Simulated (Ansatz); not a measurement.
**Cs2AgBiBr6: the cell at several levels of theory**

The task here is to estimate one member of a computed series from the others.

Program: Ansatz 0.2.0. PAW datasets, plane waves, zero pressure. These are computed values for a spin-unpolarised cell that may be hypothetical; none is a measurement.

## The system as given

This is the cell as the run starts from it, not yet at rest; its lengths are not the crystal's.

It is cubic, Fm-3m (No. 225); a = 10.696 Å in the conventional setting, 30.59 Å³ an atom. Near Cs stand 12 Br at 3.78 Å; near Ag stand 6 Br at 2.65 Å; near Bi stand 6 Br at 2.69 Å; near Br stand 1 Ag at 2.65 Å and 1 Bi at 2.69 Å and 4 Cs at 3.78 Å.

Coordinates:

```cif
data_structure
_symmetry_space_group_name_H-M 'Fm-3m'
_symmetry_Int_Tables_number 225
_cell_length_a 10.6960
_cell_length_b 10.6960
_cell_length_c 10.6960
_cell_angle_alpha 90.000
_cell_angle_beta 90.000
_cell_angle_gamma 90.000
_cell_volume 1223.66
loop_
_atom_site_label
_atom_site_type_symbol
_atom_site_symmetry_multiplicity
_atom_site_Wyckoff_symbol
_atom_site_fract_x
_atom_site_fract_y
_atom_site_fract_z
_atom_site_occupancy
Cs1 Cs 8 c 0.25000 0.75000 0.75000 1
Ag1 Ag 4 a 0.00000 0.00000 0.00000 1
Bi1 Bi 4 b 0.50000 0.00000 0.00000 1
Br1 Br 24 e 0.75185 0.00000 0.00000 1
```

Set-up of the first run:

Contents of input.yaml:

```yaml
crystal:
  lattice:
    - [0.0, 5.34798733, 5.34798733]
    - [5.34798733, 0.0, 5.34798733]
    - [5.34798733, 5.34798733, 0.0]
  atoms:
    - { symbol: Cs, position: [0.25, 0.25, 0.25] }
    - { symbol: Cs, position: [0.75, 0.75, 0.75] }
    - { symbol: Ag, position: [0.0, 0.0, 0.0] }
    - { symbol: Bi, position: [0.5, 0.5, 0.5] }
    - { symbol: Br, position: [0.2481514546, 0.7518485454, 0.7518485454] }
    - { symbol: Br, position: [0.2481514546, 0.7518485454, 0.2481514546] }
    - { symbol: Br, position: [0.7518485454, 0.2481514546, 0.7518485454] }
    - { symbol: Br, position: [0.7518485454, 0.2481514546, 0.2481514546] }
    - { symbol: Br, position: [0.7518485454, 0.7518485454, 0.2481514546] }
    - { symbol: Br, position: [0.2481514546, 0.2481514546, 0.7518485454] }
kpoints:
  mp_grid: { grid: [4, 4, 4] }
hamiltonian:
  xc: pbe
scf:
  occupations: { method: fermi_dirac, width: 0.02 }
relax:
  f_tol: 0.005
  cell: {}
output:
  write_density: true
  write_potential: true
  elf: true
  volumetric_format: npy
```

Command:

```bash
$ ansatz run input.yaml --threads 4 --pin off --max-ram 7372MiB --backend cpu --events-out ev --progress --plain --runs-dir out
```

Steps of the session up to this table: PBE: cell and atoms; r2SCAN: cell and atoms; Relaxing with PBEsol; Relaxing with LDA.

One table of the session follows, with a row left open; its other results are not shown here.

| level | a (Å) | volume (Å³/atom) |
| --- | --- | --- |
| PBE | 11.475 | 37.772 |
| r2SCAN | 11.345 | 36.509 |
| PBEsol | 11.187 | 35.003 |
| LDA | ? | ? |

Estimate the missing values for LDA.

As computed: a (Å): 10.996; volume (Å³/atom): 33.242. In the column «a (Å)» it is the lowest.

What this shows: From the start to the first minimum the volume moved by +23.5 %. The volume runs from LDA (least) to PBE (most), a spread of 13.6 %, or 4.4 % in length if all axes shared it alike.
